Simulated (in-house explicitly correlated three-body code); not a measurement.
# Two electrons around a charge of +14.139: exact states and exact Kohn–Sham parts

The task here is to estimate one member of a computed series from the others.

Method: two electrons, non-relativistic, variational in exponentially correlated functions. Code: in-house explicitly correlated three-body code version 1.

### Starting point

```
charge of the centre : +14.139
mass of the centre   : infinite
interactions         : Coulomb
basis                : 260 functions exp(−a r1 − b r2 − g r12) a state, exponent ranges optimised
units                : hartree and bohr; relativity and QED are left out
```

The first run:

Settings:

```ini
Z = 14.139
interaction_strength = 1.0
functions = 260
states_tried = 13
```

Launch:

```
python run_hyl.py task.json out
```

One table of the session follows, with a row left open; its other results are not shown here.

It belongs to the step «The bound states». 

```
state  binding (eV)  excitation (eV)  ⟨r12⟩ (bohr)
 1 ¹S       2483.74                0        0.1600
 2 ³S       608.979          1874.76        0.4597
 2 ³P       595.156          1888.59        0.4003
 2 ¹S       593.889          1889.85        0.4639
 2 ¹P       584.223          1899.52        0.3912
 3 ³S       267.041          2216.70         1.013
 3 ³P       263.234          2220.51        0.9520
 3 ¹S       263.058          2220.68         1.026
 3 ¹P       260.254          2223.49        0.9595
 4 ³S       149.304          2334.44         1.801
 4 ³P             ?                ?             ?
 4 ¹S       147.690          2336.05         1.819
 4 ¹P       146.517          2337.23         1.757
```

**Question.** Estimate the row for 4 ³P.

As computed: binding (eV): 147.738; excitation (eV): 2336.00; ⟨r12⟩ (bohr): 1.744. In the column «binding (eV)» it lies between 4 ¹S (147.690) and 4 ³S (149.304).
